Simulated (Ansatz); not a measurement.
F₂H₂Sn, SMILES [F][SnH2][F], a search for lower mean-field states

Run with Ansatz 0.2.0 through its Python package.

The script, `states.py`:
```python
from dataclasses import dataclass

import ansatz as az
import numpy as np


@dataclass(frozen=True)
class RunConfig:
    basis: str = 'def2-SVP'
    xc: str = 'b3lyp'


settings = RunConfig()

geometry_ang = [
    ('F', (-0.34, -0.3988, 1.8554)),
    ('Sn', (0.0228, -0.0267, -0.0265)),
    ('F', (-1.3164, 1.2021, -0.7873)),
    ('H', (0.0577, -1.5245, -0.9121)),
    ('H', (1.6259, 0.6742, -0.1708)),
]
f2h2sn = az.Crystal.molecule()
for symbol, xyz in geometry_ang:
    f2h2sn = f2h2sn.atom(symbol, xyz)
symbols = [site.symbol for site in f2h2sn.cartesian_sites]

start = np.array([site.position_ang for site in f2h2sn.cartesian_sites])
for factor in [1.0, 1.3]:
    xyz = (start - start.mean(axis=0)) * factor
    scaled = az.Crystal.molecule()
    for symbol, place in zip(symbols, xyz):
        scaled = scaled.atom(symbol, place.tolist())
    job = scaled.calculation().basis(gaussian=settings.basis).functional(settings.xc).spin('collinear')
    for search in ('off', 'standard'):
        try:
            report = job.scf(lower_state_search=search).run(threads=1).report
        except az.AnsatzError as error:
            print(f'x{factor} search {search}: {type(error).__name__}')
            continue
        state = report['mean_field']['state']
        print(f'all distances x{factor}, search {search:8s} E = {report["free_energy_ev"]:.5f} eV  <S^2> = {abs(state["spin_squared"]):.3f}  other states met: {len(report["mean_field"]["others"])}')
```

Output of `python states.py`:
```text
all distances x1.0, search off      E = -11295.96129 eV  <S^2> = 0.000  other states met: 0
all distances x1.0, search standard E = -11295.96129 eV  <S^2> = 0.000  other states met: 0
all distances x1.3, search off      E = -11290.14388 eV  <S^2> = 0.000  other states met: 0
all distances x1.3, search standard E = -11290.15907 eV  <S^2> = 0.207  other states met: 7
```

Notes:
- Total energies depend on the basis set; only differences at equal settings carry meaning.
- The count of other states can hold repeated and symmetry-equivalent ends of the search; scaling all distances is a test, and for more than two atoms no physical path.
- The geometry comes from a force field and isn't relaxed at this level.
- def2 sets replace the cores of elements past krypton by effective core potentials.
- The expectation value of S² is noticeably off S(S+1) in at least one run, so that state is spin-contaminated.
- b3lyp holds the VWN-RPA fit, as in Gaussian; the form of ORCA and Turbomole is b3lyp5.
- Run time: 7.8 s on 1 thread of Intel(R) Xeon(R) 6975P-C (Granite Rapids), on a shared host, peak memory 0.24 GiB.

(Lines on the test bed's own set-up are left out of the output.)
